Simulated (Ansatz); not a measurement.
# BClFH3O2: the cost of one run

The runs use Ansatz 0.2.0, Gaussian basis; PBE0-D4, def2-SVP first, then def2-TZVP.

152 further runs of the same task are left out: 152 set aside as unsound or not needed.

**1. Where the work starts**

The guess: 8 atoms, charge 0, spin multiplicity 1.

Atoms are counted from 1 here; the program's logs count them from 0.

Bond lengths: B1–O3 1.308 Å, B1–O4 1.308 Å, Cl2–H5 1.547 Å, O3–H7 0.954 Å, O4–H8 0.954 Å. Angles: O3–B1–O4 127.1°, B1–O3–H7 121.5°, B1–O4–H8 121.5°.

As a file:

```
B    -0.35710   -0.01480   -0.32640
Cl    1.56080   -0.96610   -0.06280
O    -0.32570    0.91100   -1.25020
O    -1.34920   -0.82150   -0.05040
H     1.14270    0.04080    1.03510
F     0.23420    0.75380    1.28900
H     0.41190    1.51080   -1.33090
H    -1.31760   -1.41390    0.69660
```

Distances that are to change: B1–F6 1.88 Å, Cl2–H5 1.55 Å, B1–Cl2 2.16 Å, H5–F6 1.18 Å.

**2. Relaxing the guess with the reacting distances held**

Input file hold/in.yaml:

```yaml
crystal:
  periodic: [false, false, false]
  atoms:
    - {symbol: B, position_ang: [-0.357100, -0.014800, -0.326400]}
    - {symbol: Cl, position_ang: [1.560800, -0.966100, -0.062800]}
    - {symbol: O, position_ang: [-0.325700, 0.911000, -1.250200]}
    - {symbol: O, position_ang: [-1.349200, -0.821500, -0.050400]}
    - {symbol: H, position_ang: [1.142700, 0.040800, 1.035100]}
    - {symbol: F, position_ang: [0.234200, 0.753800, 1.289000]}
    - {symbol: H, position_ang: [0.411900, 1.510800, -1.330900]}
    - {symbol: H, position_ang: [-1.317600, -1.413900, 0.696600]}
basis:
  gaussian: {orbitals: def2-SVP}
hamiltonian: {xc: pbe0, dispersion: d4}
relax: {f_tol: 0.04, max_steps: 150, escape_saddle: false, constraints: [{distance: [0, 5]}, {distance: [1, 4]}, {distance: [0, 1]}, {distance: [4, 5]}]}
```

The run is started by

```console
ansatz run in.yaml --threads 4 --pin off --events-out ev --progress --plain --max-ram 9574MiB
```

**Question.** How long does this run take on 4 threads of Arm Neoverse V2, shared host?

About 6 s.
